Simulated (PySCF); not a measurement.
**Sn₃N: structure of the quartet**

The task is one start of a wider search on Sn₃N: the quartet, built as T-shaped. It is relaxed, tested by its Hessian and followed downhill if it is a saddle.

Method: B3LYP, basis N def2-SVP, Sn def2-SVP with ECP28, scalar-relativistic core potentials, no spin–orbit coupling, density fitting; program: PySCF 2.14.0.

4 atoms, charge 0, spin multiplicity 4.

Bond lengths: N1–Sn2 2.110 Å, N1–Sn3 2.110 Å, N1–Sn4 2.110 Å, Sn2–Sn3 2.931 Å, Sn2–Sn4 2.931 Å. Angles: Sn2–N1–Sn3 88.0°, Sn2–N1–Sn4 88.0°, Sn3–N1–Sn4 176.0°, N1–Sn2–Sn3 46.0°, N1–Sn2–Sn4 46.0°, Sn3–Sn2–Sn4 92.0°, N1–Sn3–Sn2 46.0°, N1–Sn4–Sn2 46.0°.

```xyz
4
charge 0 multiplicity 4
N     0.0000    0.0000    0.0000
Sn    0.0000    0.0000    2.1100
Sn    2.1087    0.0000    0.0736
Sn   -2.1087    0.0000    0.0736
```

```
                                          quantity                                                                                                                                            value
                                           minimum                                                                                                                                     quartet, C2v
                                          geometry  N–Sn 2.017 Å (×2), N–Sn 2.363 Å, Sn–Sn 3.292 Å (×2); N–Sn–Sn 37.4° (×2), N–Sn–Sn 45.4° (×2), Sn–N–Sn 97.1° (×2), Sn–N–Sn 165.7°, Sn–Sn–Sn 74.9°
                                wavenumbers (cm⁻¹)                                                                                          62 (b2), 63 (b1), 72 (a1), 211 (a1), 293 (a1), 646 (b2)
                                     dipole moment                                                                                                                                           1.56 D
highest occupied, lowest empty level (either spin)                                                                                                                                  -3.90, -3.55 eV
                         polar-tensor charge of N1                                                                                                                                          +0.08 e
                                 zero-point energy                                                                                                                                       8.1 kJ/mol
                               entropy at 298.15 K                                                                                                                                  392.2 J/(mol K)
         atomisation energy (no zero-point energy)                                                                                                                                       793 kJ/mol
                                              ⟨S²⟩                                                                                                                                            3.771
```

**Reading.** The T-shaped start keeps its C2v symmetry and ends in a minimum. The strongest infrared band lies at 646 cm⁻¹ (b2). Other starts or spin states, not run here, may lie lower. Spin–orbit coupling, left out here, can matter for elements this heavy.

**Question.** Which input and command would start the first run of this session?

A: The one that was run. It is one of several that fit.

The steps below are one call of a driver around PySCF. For each, scf.py gives the equivalent set-up of the SCF; relaxations use the driver's own optimiser. After this first run the driver tries any further starts and a stability analysis.

Contents of scf.py:

```python
from pyscf import gto, scf, dft
mol = gto.M(atom='''
N      0.000000     0.000000     0.000000
Sn     0.000000     0.000000     2.110000
Sn     2.108700     0.000000     0.073600
Sn    -2.108700     0.000000     0.073600''',
    basis={'N': 'def2-SVP', 'Sn': 'def2-SVP'},
    ecp={'Sn': 'def2-SVP'},
    charge=0, spin=3)
mf = dft.UKS(mol, xc='B3LYP')
mf.grids.atom_grid = (50, 194)
aux = {'N': 'def2-universal-JKFIT', 'Sn': 'def2-universal-JKFIT'}
mf = mf.density_fit(auxbasis=aux)
mf.conv_tol = 1e-08
mf.diis_space = 10
mf.max_cycle = 60
mf.init_guess = 'huckel'
mf.verbose = 4
mf.kernel()
```

Run with:

```console
$ OMP_NUM_THREADS=2 python axn.py task.json out
```
